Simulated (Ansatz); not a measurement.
# YSi2Ni2: properties at the relaxed cell

One table from this session's results is given with a row withheld; the runs are named, their logs left out.

Method: DFT PBEsol, scalar-relativistic, plane waves, PAW, in Ansatz 0.2.0.

### The starting structure

Symmetry: I4/mmm, No. 139, tetragonal system. The conventional cell has a = 3.923 Å, b = 3.923 Å, c = 9.455 Å, α = 90.00°, β = 90.00°, γ = 90.00°. Y (site symmetry 4/mmm) has 8 Si at 3.02 Å and 8 Ni at 3.07 Å in its first shell of neighbours. Around Si (site symmetry 4mm) lie 4 Ni at 2.28 Å and 1 Si at 2.41 Å and 4 Y at 3.02 Å. Ni (site symmetry -4m2) is surrounded by 4 Si at 2.28 Å.

Coordinates:

```
Y Si Ni
1.0
    -1.96156    1.96156    4.72762
     1.96156   -1.96156    4.72762
     1.96156    1.96156   -4.72762
Y Si Ni
1 2 2
Cartesian
  0.0000 0.0000 0.0000
  0.0000 0.0000 3.5233
  0.0000 0.0000 5.9319
  0.0000 1.9616 2.3638
  1.9616 0.0000 2.3638
```

This cell was relaxed beforehand with the same method: volume 14.55 Å³/atom, gap on the mesh none (metal).

Set-up of the first run:

input.yaml reads:

```yaml
crystal:
  lattice:
    - [-1.9417410619, 1.9417410619, 4.6798582384]
    - [1.9417410619, -1.9417410619, 4.6798582384]
    - [1.9417410619, 1.9417410619, -4.6798582384]
  atoms:
    - { symbol: "Y", position: [0.0, 0.0, 0.0] }
    - { symbol: Si, position: [0.3726277316, 0.3726277316, 0.0] }
    - { symbol: Si, position: [0.6273722684, 0.6273722684, 0.0] }
    - { symbol: Ni, position: [0.75, 0.25, 0.5] }
    - { symbol: Ni, position: [0.25, 0.75, 0.5] }
basis:
  ecutwfc: 420
kpoints:
  mp_grid: { grid: [12, 12, 12] }
hamiltonian:
  xc: pbesol
scf:
  occupations: { method: gaussian, width: 0.1 }
output:
  forces: true
  stress: true
  eigenvalues: true
relax:
  adjacent_minimum: "off"
  f_tol: 0.01
  max_steps: 30
  cell: { stress_tol: 0.1, fix: [volume] }
```

Launch:

```bash
> ansatz run input.yaml --threads 1 --pin off --max-ram 2560MiB --backend cpu --events-out ev --progress --plain --runs-dir out
```

Among the steps run: Point at V/V0 = 0.97; The cell scaled to 1.03 of its volume; The cell scaled to 0.94 of its volume; The cell scaled to 1.06 of its volume.

One table of the session follows, with a row left open; its other results are not shown here.

It belongs to the step «Energy against volume». 

```
volume (Å³/atom)  energy above the lowest point (meV/atom)  pressure (GPa)
          13.679                                      26.9           10.48
          14.116                                       6.3            4.81
          14.552                                       0.0           -0.02
          14.989                                         ?               ?
          15.426                                      21.8           -7.59
```

**Question.** Estimate the row for volume (Å³/atom) = 14.989.

Worked estimate for «energy above the lowest point (meV/atom)». A straight line through the neighbours (14.552, 0.0) and (15.426, 21.8) gives 0.0 + (21.8 − 0.0) × (14.989 − 14.552) / (15.426 − 14.552) = 10.9; a parabola fitted to 3 rows on both sides gives 5.2.

As computed: energy above the lowest point (meV/atom): 5.8; pressure (GPa): -4.11. In «energy above the lowest point (meV/atom)» the line misses by +5.1 and the parabola by -0.6.

Caveats from the session: The final runs have no spin polarisation, so a magnetic state may lie lower.
